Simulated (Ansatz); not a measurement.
# C2H5NSi: a ladder of functionals and wavefunction methods

The task here is to estimate one member of a computed series from the others.

The runs use Ansatz 0.2.0, Gaussian basis; functionals in def2-TZVPP, the program's frozen cores in correlated methods.

The runs, in order: LDA (SPW92), PBE-D4, revPBE-D4, BLYP-D4, r2SCAN-D4, B97M-V, PBE0-D4, B3LYP-D4, r2SCANh-D4, r2SCAN0-D4, HSE06-D4, BHLYP-D4, CAM-B3LYP-D4, LC-ωPBE, ωB97X-V, ωB97M-V, B2PLYP, PBE-QIDH; CCSD(T)/def2-SVP; CCSD(T)/def2-TZVPP; MP2/def2-QZVPP; extrapolation to the limit; RPA on PBE.

## Structure used throughout

The geometry comes from an earlier relaxation with PBE0-D4 in a triple-zeta def2 set; it is a stationary point, not always the lowest conformer.

SMILES `C[SiH]1C=N1`, 9 atoms, charge 0, spin multiplicity 1.

Atoms are counted from 1 here; the program's logs count them from 0.

Bond lengths: C1–Si2 1.855 Å, C1–H5 1.093 Å, C1–H6 1.091 Å, C1–H7 1.093 Å, Si2–C3 1.778 Å, Si2–N4 1.793 Å, Si2–H8 1.479 Å, C3–N4 1.278 Å, C3–H9 1.092 Å. Angles: Si2–C1–H5 110.6°, Si2–C1–H6 110.2°, Si2–C1–H7 111.0°, H5–C1–H6 108.6°, H5–C1–H7 107.9°, H6–C1–H7 108.5°, C1–Si2–C3 123.9°, C1–Si2–N4 119.4°, C1–Si2–H8 114.5°, C3–Si2–N4 41.9°, C3–Si2–H8 120.1°, N4–Si2–H8 116.4°, Si2–C3–N4 69.7°, Si2–C3–H9 162.0°, N4–C3–H9 128.4°, Si2–N4–C3 68.4°.

Set-up of the first run:

File in.yaml:

```yaml
crystal:
  periodic: [false, false, false]
  atoms:
    - {symbol: C, position_ang: [-0.492890, 1.307040, 0.021619]}
    - {symbol: Si, position_ang: [0.416422, -0.240911, -0.443912]}
    - {symbol: C, position_ang: [0.492293, -1.691986, 0.580891]}
    - {symbol: N, position_ang: [-0.415165, -1.823525, -0.308619]}
    - {symbol: H, position_ang: [-1.060100, 1.690294, -0.830456]}
    - {symbol: H, position_ang: [-1.187058, 1.105391, 0.839140]}
    - {symbol: H, position_ang: [0.201945, 2.087932, 0.340271]}
    - {symbol: H, position_ang: [1.351169, -0.083991, -1.579039]}
    - {symbol: H, position_ang: [0.781884, -2.396643, 1.363104]}
basis:
  gaussian: {orbitals: def2-TZVPP}
hamiltonian: {xc: lda}
output: {orbitals: {seedname: orbitals}}
```

Command:

```
> ansatz run in.yaml --threads 2 --pin off --events-out ev --progress --plain --max-ram 4352MiB
```

Among the steps run: LDA; PBE-D4 (GGA); revPBE-D4 (GGA); BLYP-D4 (GGA); r2SCAN-D4 (meta-GGA); B97M-V (meta-GGA); PBE0-D4 (hybrid); B3LYP-D4 (hybrid); r2SCANh-D4 (hybrid); r2SCAN0-D4 (hybrid); HSE06-D4 (hybrid); BHLYP-D4 (hybrid); CAM-B3LYP-D4 (range-separated); LC-ωPBE (range-separated); ωB97X-V (range-separated); ωB97M-V (range-separated); B2PLYP (double hybrid); PBE-QIDH (double hybrid).

One table of the session follows, with a row left open; its other results are not shown here.

It belongs to the step «Orbital energies across the functionals». 

| functional | HOMO (eV) | gap (eV) |
| --- | --- | --- |
| LDA (SPW92) | -5.38 | 3.31 |
| PBE-D4 | -5.25 | 3.43 |
| revPBE-D4 | -5.19 | 3.47 |
| BLYP-D4 | -5.11 | 3.46 |
| r2SCAN-D4 | -5.44 | 3.86 |
| B97M-V | -5.49 | 4.05 |
| PBE0-D4 | -6.43 | 5.81 |
| B3LYP-D4 | -6.22 | 5.35 |
| r2SCANh-D4 | -5.88 | 4.75 |
| r2SCAN0-D4 | -6.56 | 6.07 |
| HSE06-D4 | -6.03 | 5.02 |
| BHLYP-D4 | -7.53 | 8.16 |
| CAM-B3LYP-D4 | -7.75 | 8.38 |
| LC-ωPBE | -9.05 | 10.93 |
| ωB97X-V | ? | ? |
| ωB97M-V | -8.62 | 10.25 |

**Question.** Estimate the row for ωB97X-V.

The run gave: HOMO (eV): -8.72; gap (eV): 10.49. In the column «HOMO (eV)» it lies between LC-ωPBE (-9.05) and ωB97M-V (-8.62).
